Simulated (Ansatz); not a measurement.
# AlB2FH3NS: the cost of one run

Program: Ansatz 0.2.0. Level of theory: RKS PBE0-D4/def2-SVP. These are calculated values, not measurements.

### 1 The system as given

Bond lengths: N1–B2 1.552 Å, B2–F3 1.420 Å, B2–Al4 2.052 Å, Al4–B5 2.152 Å, Al4–S6 2.131 Å, B5–S6 1.906 Å, N1–H7 1.026 Å, N1–H8 1.052 Å, B5–H9 1.192 Å. Angles: N1–B2–F3 118.8°, N1–B2–Al4 123.4°, F3–B2–Al4 117.7°, B2–N1–H7 105.5°, B2–N1–H8 101.5°, H7–N1–H8 106.9°, B2–Al4–B5 148.6°, B2–Al4–S6 154.4°, B5–Al4–S6 52.8°, Al4–B5–S6 63.0°, Al4–B5–H9 130.2°, S6–B5–H9 153.0°, Al4–S6–B5 64.1°.

Coordinates:

```xyz
9

N     0.0385   -2.0569    1.2658
B     0.3450   -0.5414    1.1346
F     1.2029    0.0668    2.0882
Al   -0.3445    0.6219   -0.4087
B    -0.0766    2.3413   -1.6749
S    -1.2038    0.9513   -2.3307
H     0.2973   -2.4689    0.3625
H    -1.0122   -2.0551    1.3120
H     0.8420    3.0948   -1.7659
```

### 2 End point A

Input file input.yaml:

```yaml
crystal:
  periodic: [false, false, false]
  atoms:
    - { symbol: "N", position_ang: [0.0385, -2.0569, 1.2658] }
    - { symbol: B, position_ang: [0.345, -0.5414, 1.1346] }
    - { symbol: F, position_ang: [1.2029, 0.0668, 2.0882] }
    - { symbol: Al, position_ang: [-0.3445, 0.6219, -0.4087] }
    - { symbol: B, position_ang: [-0.0766, 2.3413, -1.6749] }
    - { symbol: S, position_ang: [-1.2038, 0.9513, -2.3307] }
    - { symbol: H, position_ang: [0.2973, -2.4689, 0.3625] }
    - { symbol: H, position_ang: [-1.0122, -2.0551, 1.312] }
    - { symbol: H, position_ang: [0.842, 3.0948, -1.7659] }
basis:
  gaussian: { orbitals: def2-SVP }
hamiltonian:
  xc: pbe0
  dispersion: d4
relax:
  f_tol: 0.015
  max_steps: 40
```

On the command line:

```console
> ansatz run input.yaml --threads 2 --pin off --max-ram 3072MiB --backend cpu --events-out ev --progress --plain --runs-dir out
```

Q: Estimate wall time and peak memory on 2 threads of Intel Xeon Platinum 8375C at 2.90GHz (Ice Lake), shared host.

About 1.7 min, with a peak of 0.25 GiB.
